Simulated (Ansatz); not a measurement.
Runs of Ansatz 0.2.0 on BiTe. The structure is cubic, space group Fm-3m (No. 225). Conventional cell: a = 6.470 Å, b = 6.470 Å, c = 6.470 Å, α = 90.00°, β = 90.00°, γ = 90.00°. Bi (site symmetry m-3m) is surrounded by 6 Te at 3.23 Å. Around Te (site symmetry m-3m) lie 6 Bi at 3.23 Å. 

```csv
level,k mesh,cutoff (eV),mesh quality,V0 of scaled cells (Å³/atom),B0 (GPa)
PBEsol,7 × 7 × 7,420,not flagged,32.81,(a)
PBE0,4 × 4 × 4,420,coarse,32.93,57
r2SCAN,7 × 7 × 7,500,not flagged,33.93,51
LDA,7 × 7 × 7,420,not flagged,(b),56
```

Alike in all rows: task equation of state; potentials or basis Ansatz PAW; no spin polarisation; cell as given; smearing fermi-dirac 0.05 eV.

Q: Fill in the values left out.

A: (a) 53; (b) 32.10.

Caveats: some runs use coarse meshes; the PAW data sets were made with another functional, which shifts forces and pressure a little (some runs).
